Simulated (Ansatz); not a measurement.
# C₃H₈SSi: one species, many methods, part 1 of 2

How much do the methods differ for C₃H₈SSi? The plan is to run it at one geometry with functionals of several rungs and with coupled cluster, and see how far each lands from CCSD(T) at the basis-set limit for the atomisation energy.

Program: Ansatz 0.2.0, Gaussian basis. Level of theory: functionals in def2-TZVPP, the program's frozen cores in correlated methods. These are calculated values, not measurements.

The runs, in order: LDA (SPW92), PBE-D4, revPBE-D4, BLYP-D4, r2SCAN-D4, B97M-V, PBE0-D4, B3LYP-D4, r2SCANh-D4, r2SCAN0-D4, HSE06-D4, BHLYP-D4, CAM-B3LYP-D4, LC-ωPBE, ωB97X-V, ωB97M-V, B2PLYP, PBE-QIDH; CCSD(T)/def2-SVP; CCSD(T)/def2-TZVPP; MP2/def2-QZVPP; extrapolation to the limit; RPA on PBE.

## Step 1: Structure used throughout

The geometry comes from an earlier relaxation with PBE0-D4 in a triple-zeta def2 set; it is a stationary point, not always the lowest conformer.

SMILES `CC[Si]SC`, 13 atoms, charge 0, spin multiplicity 1.

Atoms are counted from 1 here; the program's logs count them from 0.

Bond lengths: C1–C2 1.533 Å, C1–H6 1.094 Å, C1–H7 1.093 Å, C1–H8 1.093 Å, C2–Si3 1.911 Å, C2–H9 1.093 Å, C2–H10 1.095 Å, Si3–S4 2.119 Å, S4–C5 1.815 Å, C5–H11 1.089 Å, C5–H12 1.088 Å, C5–H13 1.090 Å. Angles: C2–C1–H6 111.6°, C2–C1–H7 111.4°, C2–C1–H8 111.8°, H6–C1–H7 107.2°, H6–C1–H8 106.9°, H7–C1–H8 107.6°, C1–C2–Si3 108.6°, C1–C2–H9 110.7°, C1–C2–H10 109.3°, Si3–C2–H9 113.8°, Si3–C2–H10 107.3°, H9–C2–H10 107.0°, C2–Si3–S4 102.7°, Si3–S4–C5 112.3°, S4–C5–H11 110.6°, S4–C5–H12 111.2°, S4–C5–H13 107.0°, H11–C5–H12 109.8° and more.

## Step 2: LDA

This LDA is Slater exchange with PW92 correlation.

File in.yaml:

```yaml
crystal:
  periodic: [false, false, false]
  atoms:
    - {symbol: C, position_ang: [-1.535185, 0.536908, -0.572418]}
    - {symbol: C, position_ang: [-0.787609, -0.801231, -0.612532]}
    - {symbol: Si, position_ang: [0.697178, -0.635325, -1.803453]}
    - {symbol: S, position_ang: [2.233261, 0.089548, -0.536215]}
    - {symbol: C, position_ang: [1.707754, 0.182021, 1.198693]}
    - {symbol: H, position_ang: [-1.827165, 0.866308, -1.574253]}
    - {symbol: H, position_ang: [-2.449232, 0.465260, 0.022684]}
    - {symbol: H, position_ang: [-0.921336, 1.332728, -0.142232]}
    - {symbol: H, position_ang: [-0.510042, -1.118711, 0.395799]}
    - {symbol: H, position_ang: [-1.449170, -1.572947, -1.020886]}
    - {symbol: H, position_ang: [1.539453, -0.815790, 1.601247]}
    - {symbol: H, position_ang: [0.804895, 0.780426, 1.305620]}
    - {symbol: H, position_ang: [2.517798, 0.656005, 1.752546]}
basis:
  gaussian: {orbitals: def2-TZVPP}
hamiltonian: {xc: lda}
output: {orbitals: {seedname: orbitals}}
```

Launch:

```
$ ansatz run in.yaml --threads 4 --pin off --events-out ev --progress --plain --max-ram 10444MiB
```

Output:

```text
Functional definition: SPW92
  name "SPW92"
  cite "Dirac, Proc. Camb. Phil. Soc. 26, 376 (1930) doi:10.1017/S0305004100016108"
  cite "Slater, Phys. Rev. 81, 385 (1951) doi:10.1103/PhysRev.81.385"
  cite "Perdew & Wang, Phys. Rev. B 45, 13244 (1992) doi:10.1103/PhysRevB.45.13244"
  exchange = slater_x
  correlation = pw_c
1584 factors; their error is unknown
mean field evaluation 1: about -21835.8419 eV, gradient 9.4e1 eV
mean field evaluation 2: about -21743.3900 eV, gradient 1.8e2 eV
mean field evaluation 4: about -21855.4627 eV, gradient 1.9e1 eV
mean field evaluation 8: about -21856.4751 eV, gradient 2.9e-1 eV
mean field evaluation 16: about -21856.4341 eV, gradient 1.6e-3 eV
mean field -21856.43411215 eV, -803.2091387985 hartree, gradient 3.9e-5 eV, S^2 0.000000; 0 other end points of the search recorded, 0 dependent functions left out
reference -21856.43415318 eV, -803.2091403062 hartree; 28, 28 occupied and 261, 261 virtual orbitals, 1584 factors
Total energy: -21856.43415318 eV, -803.2091403062 hartree
```

Wall time 1.6 s (4 threads of Arm Neoverse V2, shared host).

With the free atoms at this level, -21800.316 eV in sum, the atomisation energy is 5414.5 kJ/mol. HOMO -5.33 eV, LUMO -2.85 eV.

## Step 3: PBE-D4 (GGA)

Edit in.yaml of step 2 so:

```diff
@@ -18,3 +18,3 @@
   gaussian: {orbitals: def2-TZVPP}
-hamiltonian: {xc: lda}
-output: {orbitals: {seedname: orbitals}}
+hamiltonian: {xc: pbe, dispersion: d4}
+output: {forces: true, orbitals: {seedname: orbitals}}
```

The command is unchanged.

Output, shortened:

```text
Functional definition: PBE
  name "PBE"
  cite "Perdew, Burke & Ernzerhof, Phys. Rev. Lett. 77, 3865 (1996) doi:10.1103/PhysRevLett.77.3865"
  parent pbe
[...]
1584 factors; their error is unknown
[...]
mean field -21942.81442929 eV, -806.3835569027 hartree, gradient 1.2e-5 eV, S^2 0.000000; 0 other end points of the search recorded, 0 dependent functions left out
[...]
reference -21942.81447391 eV, -806.3835585424 hartree; 28, 28 occupied and 261, 261 virtual orbitals, 1584 factors
Total energy: -21943.15195198 eV, -806.3959606326 hartree
Atom 0 at    -1.535185     0.536908    -0.572418 Å, force     0.000023     0.007805    -0.002357 eV/Å
Atom 1 at    -0.787609    -0.801231    -0.612532 Å, force     0.003031    -0.028105     0.014941 eV/Å
Atom 2 at     0.697178    -0.635325    -1.803453 Å, force     0.018691    -0.063511    -0.325017 eV/Å
Atom 3 at     2.233261     0.089548    -0.536215 Å, force     0.234789     0.049297    -0.161853 eV/Å
Atom 4 at     1.707754     0.182021     1.198693 Å, force     0.018096     0.028046     0.092218 eV/Å
Atom 5 at    -1.827165     0.866308    -1.574253 Å, force    -0.056467     0.074034    -0.190769 eV/Å
Atom 6 at    -2.449232     0.465260     0.022684 Å, force    -0.187840    -0.007542     0.118727 eV/Å
Atom 7 at    -0.921336     1.332728    -0.142232 Å, force     0.113901     0.160965     0.082182 eV/Å
Atom 8 at    -0.510042    -1.118711     0.395799 Å, force     0.050219    -0.074300     0.199556 eV/Å
Atom 9 at    -1.449170    -1.572947    -1.020886 Å, force    -0.120995    -0.158319    -0.073221 eV/Å
Atom 10 at     1.539453    -0.815790     1.601247 Å, force    -0.042216    -0.202447     0.085966 eV/Å
Atom 11 at     0.804895     0.780426     1.305620 Å, force    -0.187937     0.118634     0.028146 eV/Å
Atom 12 at     2.517798     0.656005     1.752546 Å, force     0.156707     0.095442     0.131482 eV/Å
Dipole moment:    -0.289419     0.003838     0.490146 e Å
```

Run time: 3 s. Hardware: 4 threads of Arm Neoverse V2, shared host.

With the free atoms at this level, -21892.815 eV in sum, the atomisation energy is 4856.8 kJ/mol. HOMO -5.23 eV, LUMO -2.67 eV.

## Step 4: revPBE-D4 (GGA)

Edit in.yaml of step 3 so:

```diff
@@ -18,3 +18,3 @@
   gaussian: {orbitals: def2-TZVPP}
-hamiltonian: {xc: pbe, dispersion: d4}
-output: {forces: true, orbitals: {seedname: orbitals}}
+hamiltonian: {xc: {name: revPBE}, dispersion: d4}
+output: {orbitals: {seedname: orbitals}}
```

The command is unchanged.

Output:

```text
Functional definition: revPBE
  name "revPBE"
  cite "Zhang & Yang, Phys. Rev. Lett. 80, 890 (1998) doi:10.1103/PhysRevLett.80.890"
  cite "Perdew, Burke & Ernzerhof, Phys. Rev. Lett. 77, 3865 (1996) doi:10.1103/PhysRevLett.77.3865"
  parameter kappa = 1.245
  parameter beta = 0.06672455060314922
  exchange = pbe_x(kappa = kappa, mu = beta*pi^2/3)
  correlation = pbe_c(beta = beta)
1584 factors; their error is unknown
mean field evaluation 1: about -21933.6528 eV, gradient 8.7e1 eV
mean field evaluation 2: about -21853.1117 eV, gradient 1.7e2 eV
mean field evaluation 4: about -21950.8490 eV, gradient 1.6e1 eV
mean field evaluation 8: about -21951.5869 eV, gradient 2.1e-1 eV
mean field evaluation 16: about -21951.5416 eV, gradient 1.0e-3 eV
mean field -21951.54156695 eV, -806.7042732961 hartree, gradient 6.7e-5 eV, S^2 0.000000; 0 other end points of the search recorded, 0 dependent functions left out
reference -21951.54162310 eV, -806.7042753597 hartree; 28, 28 occupied and 261, 261 virtual orbitals, 1584 factors
Total energy: -21952.53720912 eV, -806.7408624711 hartree
```

Run time: 2.4 s. Hardware: 4 threads of Arm Neoverse V2, shared host.

With the free atoms at this level, -21903.173 eV in sum, the atomisation energy is 4762.9 kJ/mol. HOMO -5.18 eV, LUMO -2.60 eV.

## Step 5: BLYP-D4 (GGA)

Edit in.yaml of step 4 so:

```diff
@@ -18,3 +18,3 @@
   gaussian: {orbitals: def2-TZVPP}
-hamiltonian: {xc: {name: revPBE}, dispersion: d4}
+hamiltonian: {xc: {name: BLYP}, dispersion: d4}
 output: {orbitals: {seedname: orbitals}}
```

Launched as before.

Output:

```text
Functional definition: BLYP
  name "BLYP"
  cite "Becke, Phys. Rev. A 38, 3098 (1988) doi:10.1103/PhysRevA.38.3098"
  cite "Lee, Yang & Parr, Phys. Rev. B 37, 785 (1988) doi:10.1103/PhysRevB.37.785"
  parameter beta = 0.0042
  parameter a = 0.04918
  parameter b = 0.132
  parameter c = 0.2533
  parameter d = 0.349
  exchange = b88_x(beta = beta)
  correlation = lyp_c(a = a, b = b, c = c, d = d)
1584 factors; their error is unknown
mean field evaluation 1: about -21933.2210 eV, gradient 9.4e1 eV
mean field evaluation 2: about -21838.7293 eV, gradient 1.8e2 eV
mean field evaluation 4: about -21953.1744 eV, gradient 1.9e1 eV
mean field evaluation 8: about -21954.1062 eV, gradient 2.7e-1 eV
mean field evaluation 16: about -21954.0579 eV, gradient 1.6e-3 eV
mean field -21954.05787124 eV, -806.7967457730 hartree, gradient 3.4e-5 eV, S^2 0.000000; 0 other end points of the search recorded, 0 dependent functions left out
reference -21954.05826833 eV, -806.7967603660 hartree; 28, 28 occupied and 261, 261 virtual orbitals, 1584 factors
Total energy: -21954.79322459 eV, -806.8237695104 hartree
```

Wall time 2.5 s (4 threads of Arm Neoverse V2, shared host).

Atomisation energy: 4752.3 kJ/mol (free atoms -21905.539 eV, run apart). HOMO -5.10 eV, LUMO -2.51 eV.

## Step 6: r2SCAN-D4 (meta-GGA)

Edit in.yaml of step 5 so:

```diff
@@ -18,3 +18,3 @@
   gaussian: {orbitals: def2-TZVPP}
-hamiltonian: {xc: {name: BLYP}, dispersion: d4}
-output: {orbitals: {seedname: orbitals}}
+hamiltonian: {xc: r2scan, dispersion: d4}
+output: {forces: true, orbitals: {seedname: orbitals}}
```

The command is unchanged.

Output, shortened:

```text
Functional definition: r2SCAN
  name "r2SCAN"
  cite "Furness, Kaplan, Ning, Perdew & Sun, J. Phys. Chem. Lett. 11, 8208 (2020) doi:10.1021/acs.jpclett.0c02405"
  cite "Furness, Kaplan, Ning, Perdew & Sun, J. Phys. Chem. Lett. 11, 9248 (2020) doi:10.1021/acs.jpclett.0c03077"
  parent r2scan
[...]
1584 factors; their error is unknown
[...]
mean field -21952.54623344 eV, -806.7411941085 hartree, gradient 4.4e-5 eV, S^2 0.000000; 0 other end points of the search recorded, 0 dependent functions left out
[...]
reference -21952.54624602 eV, -806.7411945708 hartree; 28, 28 occupied and 261, 261 virtual orbitals, 1584 factors
Total energy: -21952.63053768 eV, -806.7442922325 hartree
Atom 0 at    -1.535185     0.536908    -0.572418 Å, force    -0.083151     0.146022     0.005728 eV/Å
Atom 1 at    -0.787609    -0.801231    -0.612532 Å, force     0.045913    -0.152084     0.011483 eV/Å
[...]
Atom 3 at     2.233261     0.089548    -0.536215 Å, force     0.064450    -0.004584    -0.158782 eV/Å
Atom 4 at     1.707754     0.182021     1.198693 Å, force    -0.021576     0.032704     0.225826 eV/Å
Atom 5 at    -1.827165     0.866308    -1.574253 Å, force     0.006569    -0.006260     0.018227 eV/Å
Atom 6 at    -2.449232     0.465260     0.022684 Å, force     0.007685     0.002618    -0.004251 eV/Å
Atom 7 at    -0.921336     1.332728    -0.142232 Å, force    -0.009877    -0.010927    -0.012562 eV/Å
Atom 8 at    -0.510042    -1.118711     0.395799 Å, force    -0.016321     0.000004     0.000477 eV/Å
Atom 9 at    -1.449170    -1.572947    -1.020886 Å, force    -0.009712     0.007596     0.020188 eV/Å
Atom 10 at     1.539453    -0.815790     1.601247 Å, force    -0.001489     0.017978    -0.008724 eV/Å
Atom 11 at     0.804895     0.780426     1.305620 Å, force     0.011234    -0.020127    -0.002208 eV/Å
Atom 12 at     2.517798     0.656005     1.752546 Å, force    -0.018942    -0.008887    -0.001828 eV/Å
Dipole moment:    -0.304817     0.003539     0.515693 e Å
```

It took 5.5 s on 4 threads of Arm Neoverse V2, shared host.

With the free atoms at this level, -21903.075 eV in sum, the atomisation energy is 4781.4 kJ/mol. HOMO -5.41 eV, LUMO -2.58 eV.

## Step 7: B97M-V (meta-GGA)

Edit in.yaml of step 6 so:

```diff
@@ -18,3 +18,3 @@
   gaussian: {orbitals: def2-TZVPP}
-hamiltonian: {xc: r2scan, dispersion: d4}
-output: {forces: true, orbitals: {seedname: orbitals}}
+hamiltonian: {xc: {name: B97M-V}}
+output: {orbitals: {seedname: orbitals}}
```

Launched as before.

Output, shortened:

```text
Functional definition: B97M-V
  name "B97M-V"
  cite "Mardirossian & Head-Gordon, J. Chem. Phys. 142, 074111 (2015) doi:10.1063/1.4907719"
  cite "Becke, J. Chem. Phys. 107, 8554 (1997) doi:10.1063/1.475007"
  cite "Vydrov & Van Voorhis, J. Chem. Phys. 133, 244103 (2010) doi:10.1063/1.3521275"
  # Of w^i u^j: cxij and so on, Table III.
[...]
  gx(w, u) = cx00 + cx01*u + cx02*u^2 + (cx10 + cx11*u)*w
  gss(w, u) = css00 + css02*u^2 + css10*w + (css32*w^3 + css42*w^4)*u^2
  gos(w, u) = cos00 + cos01*u + cos03*u^3 + cos10*w + cos32*w^3*u^2
[...]
      + integral(e_c_pw_mod_opposite_spin*gos(b97_w_opposite, b97_u_opposite)) + vv10(b, c)
1584 factors; their error is unknown
[...]
mean field -21951.50686471 eV, -806.7029980124 hartree, gradient 3.6e-5 eV, S^2 0.000000; 0 other end points of the search recorded, 0 dependent functions left out
reference -21951.50692692 eV, -806.7030002986 hartree; 28, 28 occupied and 261, 261 virtual orbitals, 1584 factors
Total energy: -21951.50692692 eV, -806.7030002986 hartree
```

Wall time 9.5 s (4 threads of Arm Neoverse V2, shared host).

With the free atoms at this level, -21901.787 eV in sum, the atomisation energy is 4797.3 kJ/mol. HOMO -5.49 eV, LUMO -2.53 eV.

## Step 8: PBE0-D4 (hybrid)

Edit in.yaml of step 7 so:

```diff
@@ -18,3 +18,3 @@
   gaussian: {orbitals: def2-TZVPP}
-hamiltonian: {xc: {name: B97M-V}}
+hamiltonian: {xc: pbe0, dispersion: d4}
 output: {orbitals: {seedname: orbitals}}
```

Its log isn't repeated here (it stands with the study of this molecule's fields); it ends on a total energy of -21945.273089 eV.

With the free atoms at this level, -21895.578 eV in sum, the atomisation energy is 4794.9 kJ/mol. HOMO -6.26 eV, LUMO -1.90 eV.

## Step 9: B3LYP-D4 (hybrid)

B3LYP here takes the VWN-RPA correlation.

Edit in.yaml of step 8 so:

```diff
@@ -18,3 +18,3 @@
   gaussian: {orbitals: def2-TZVPP}
-hamiltonian: {xc: pbe0, dispersion: d4}
-output: {orbitals: {seedname: orbitals}}
+hamiltonian: {xc: {name: B3LYP}, dispersion: d4}
+output: {forces: true, orbitals: {seedname: orbitals}}
```

The command is unchanged.

Output, shortened:

```text
Functional definition: B3LYP
  name "B3LYP"
  cite "Stephens, Devlin, Chabalowski & Frisch, J. Phys. Chem. 98, 11623 (1994) doi:10.1021/j100096a001"
  cite "Becke, Phys. Rev. A 38, 3098 (1988) doi:10.1103/PhysRevA.38.3098"
  cite "Lee, Yang & Parr, Phys. Rev. B 37, 785 (1988) doi:10.1103/PhysRevB.37.785"
  cite "Vosko, Wilk & Nusair, Can. J. Phys. 58, 1200 (1980) doi:10.1139/p80-159"
[...]
1599 factors; their error is unknown
[...]
mean field -21957.35645099 eV, -806.9179663432 hartree, gradient 1.6e-5 eV, S^2 0.000000; 0 other end points of the search recorded, 0 dependent functions left out
[...]
reference -21957.35674347 eV, -806.9179770917 hartree; 28, 28 occupied and 261, 261 virtual orbitals, 1599 factors
Total energy: -21957.90081670 eV, -806.9379714139 hartree
Atom 0 at    -1.535185     0.536908    -0.572418 Å, force    -0.144380     0.205469     0.037593 eV/Å
[...]
Atom 3 at     2.233261     0.089548    -0.536215 Å, force     0.247835     0.053576    -0.173198 eV/Å
Atom 4 at     1.707754     0.182021     1.198693 Å, force    -0.070365     0.037563     0.319126 eV/Å
Atom 5 at    -1.827165     0.866308    -1.574253 Å, force     0.008047    -0.012733     0.053800 eV/Å
Atom 6 at    -2.449232     0.465260     0.022684 Å, force     0.039909     0.019381    -0.029907 eV/Å
Atom 7 at    -0.921336     1.332728    -0.142232 Å, force    -0.043100    -0.042420    -0.019237 eV/Å
Atom 8 at    -0.510042    -1.118711     0.395799 Å, force    -0.040874     0.010403    -0.067369 eV/Å
Atom 9 at    -1.449170    -1.572947    -1.020886 Å, force     0.025748     0.035534     0.039928 eV/Å
Atom 10 at     1.539453    -0.815790     1.601247 Å, force    -0.001244     0.069143    -0.007967 eV/Å
Atom 11 at     0.804895     0.780426     1.305620 Å, force     0.063264    -0.044961     0.015180 eV/Å
Atom 12 at     2.517798     0.656005     1.752546 Å, force    -0.058336    -0.029102    -0.013256 eV/Å
Dipole moment:    -0.296730    -0.008733     0.460651 e Å
```

It took 5.5 s on 4 threads of Arm Neoverse V2, shared host; peak memory 0.97 GiB.

With the free atoms at this level, -21908.435 eV in sum, the atomisation energy is 4772.7 kJ/mol. HOMO -6.09 eV, LUMO -2.06 eV.

## Step 10: r2SCANh-D4 (hybrid)

Edit in.yaml of step 9 so:

```diff
@@ -18,3 +18,3 @@
   gaussian: {orbitals: def2-TZVPP}
-hamiltonian: {xc: {name: B3LYP}, dispersion: d4}
-output: {forces: true, orbitals: {seedname: orbitals}}
+hamiltonian: {xc: {name: r2SCANh}, dispersion: d4}
+output: {orbitals: {seedname: orbitals}}
```

Same command.

Output, shortened:

```text
Functional definition: r2SCANh
  name "r2SCANh"
  cite "Bursch, Neugebauer, Ehlert & Grimme, J. Chem. Phys. 156, 134105 (2022) doi:10.1063/5.0086040"
  cite "Furness, Kaplan, Ning, Perdew & Sun, J. Phys. Chem. Lett. 11, 8208 (2020) doi:10.1021/acs.jpclett.0c02405"
  cite "Furness, Kaplan, Ning, Perdew & Sun, J. Phys. Chem. Lett. 11, 9248 (2020) doi:10.1021/acs.jpclett.0c03077"
  parent r2scan
[...]
1584 factors; their error is unknown
[...]
mean field -21952.33381284 eV, -806.7333877957 hartree, gradient 1.1e-5 eV, S^2 0.000000; 0 other end points of the search recorded, 0 dependent functions left out
reference -21952.33382439 eV, -806.7333882201 hartree; 28, 28 occupied and 261, 261 virtual orbitals, 1584 factors
Total energy: -21952.42382107 eV, -806.7366955370 hartree
```

Wall time 6 s (4 threads of Arm Neoverse V2, shared host); peak memory 0.86 GiB.

Atomisation energy: 4760.6 kJ/mol (free atoms -21903.083 eV, run apart). HOMO -5.80 eV, LUMO -2.29 eV.

## Step 11: r2SCAN0-D4 (hybrid)

Edit in.yaml of step 10 so:

```diff
@@ -18,3 +18,3 @@
   gaussian: {orbitals: def2-TZVPP}
-hamiltonian: {xc: {name: r2SCANh}, dispersion: d4}
+hamiltonian: {xc: {name: r2SCAN0}, dispersion: d4}
 output: {orbitals: {seedname: orbitals}}
```

Same command.

Output, shortened:

```text
Functional definition: r2SCAN0
  name "r2SCAN0"
  cite "Bursch, Neugebauer, Ehlert & Grimme, J. Chem. Phys. 156, 134105 (2022) doi:10.1063/5.0086040"
  cite "Furness, Kaplan, Ning, Perdew & Sun, J. Phys. Chem. Lett. 11, 8208 (2020) doi:10.1021/acs.jpclett.0c02405"
  cite "Furness, Kaplan, Ning, Perdew & Sun, J. Phys. Chem. Lett. 11, 9248 (2020) doi:10.1021/acs.jpclett.0c03077"
  parent r2scan
[...]
1618 factors; their error is unknown
[...]
mean field -21952.04813782 eV, -806.7228894323 hartree, gradient 3.4e-5 eV, S^2 0.000000; 0 other end points of the search recorded, 0 dependent functions left out
reference -21952.04814783 eV, -806.7228898002 hartree; 28, 28 occupied and 261, 261 virtual orbitals, 1618 factors
Total energy: -21952.14769839 eV, -806.7265482157 hartree
```

Wall time 5.5 s (4 threads of Arm Neoverse V2, shared host); peak memory 0.87 GiB.

Atomisation energy: 4731.6 kJ/mol (free atoms -21903.108 eV, run apart). HOMO -6.38 eV, LUMO -1.85 eV.

## Step 12: HSE06-D4 (hybrid)

HSE06 is the plane-wave form, built on full-range PBE exchange.

Edit in.yaml of step 11 so:

```diff
@@ -18,3 +18,3 @@
   gaussian: {orbitals: def2-TZVPP}
-hamiltonian: {xc: {name: r2SCAN0}, dispersion: d4}
+hamiltonian: {xc: hse06, dispersion: d4}
 output: {orbitals: {seedname: orbitals}}
```

The command is unchanged.

Output, shortened:

```text
Functional definition: HSE06
  name "HSE06"
  cite "Heyd, Scuseria & Ernzerhof, J. Chem. Phys. 118, 8207 (2003) doi:10.1063/1.1564060"
  cite "Krukau, Vydrov, Izmaylov & Scuseria, J. Chem. Phys. 125, 224106 (2006) doi:10.1063/1.2404663"
  cite "Heyd & Scuseria, J. Chem. Phys. 120, 7274 (2004) doi:10.1063/1.1668634"
  cite "Ernzerhof & Perdew, J. Chem. Phys. 109, 3313 (1998) doi:10.1063/1.476928"
  cite "Perdew, Burke & Ernzerhof, Phys. Rev. Lett. 77, 3865 (1996) doi:10.1103/PhysRevLett.77.3865"
  parent pbe
[...]
  # The whole range is PBE's own exchange, as in plane waves. The composition of these papers is wPBEh.
[...]
1618 factors; their error is unknown
124 factors; integrals over basis functions are off by at most 3.2e-7 eV
[...]
mean field -21944.40349995 eV, -806.4419541724 hartree, gradient 3.6e-5 eV, S^2 0.000000; 0 other end points of the search recorded, 0 dependent functions left out
reference -21944.40354369 eV, -806.4419557797 hartree; 28, 28 occupied and 261, 261 virtual orbitals, 1618 factors
Total energy: -21944.67234658 eV, -806.4518341037 hartree
```

Wall time 3.6 s (4 threads of Arm Neoverse V2, shared host); peak memory 0.89 GiB.

With the free atoms at this level, -21894.943 eV in sum, the atomisation energy is 4798.1 kJ/mol. HOMO -5.87 eV, LUMO -2.28 eV.

## Step 13: BHLYP-D4 (hybrid)

Edit in.yaml of step 12 so:

```diff
@@ -18,3 +18,3 @@
   gaussian: {orbitals: def2-TZVPP}
-hamiltonian: {xc: hse06, dispersion: d4}
+hamiltonian: {xc: {name: BHLYP}, dispersion: d4}
 output: {orbitals: {seedname: orbitals}}
```

Same command.

Output:

```text
Functional definition: BHLYP
  name "BHLYP"
  cite "Becke, J. Chem. Phys. 98, 1372 (1993) doi:10.1063/1.464304"
  cite "Becke, Phys. Rev. A 38, 3098 (1988) doi:10.1103/PhysRevA.38.3098"
  cite "Lee, Yang & Parr, Phys. Rev. B 37, 785 (1988) doi:10.1103/PhysRevB.37.785"
  parameter a = 0.5
  exchange = (1 - a)*b88_x + a*exact_x
  correlation = lyp_c
1780 factors; their error is unknown
mean field evaluation 1: about -21946.1704 eV, gradient 5.7e1 eV
mean field evaluation 2: about -21945.9460 eV, gradient 5.6e1 eV
mean field evaluation 4: about -21953.7907 eV, gradient 1.6e0 eV
mean field evaluation 8: about -21953.7975 eV, gradient 3.7e-2 eV
mean field evaluation 16: about -21953.8618 eV, gradient 1.6e-4 eV
mean field -21953.86179508 eV, -806.7895401072 hartree, gradient 5.5e-5 eV, S^2 0.000000; 0 other end points of the search recorded, 0 dependent functions left out
reference -21953.86199145 eV, -806.7895473235 hartree; 28, 28 occupied and 261, 261 virtual orbitals, 1780 factors
Total energy: -21954.28520023 eV, -806.8050999596 hartree
```

It took 3.4 s on 4 threads of Arm Neoverse V2, shared host; peak memory 0.88 GiB.

With the free atoms at this level, -21905.971 eV in sum, the atomisation energy is 4661.6 kJ/mol. HOMO -7.20 eV, LUMO -0.99 eV.

(Continued in part 2 of 2.)
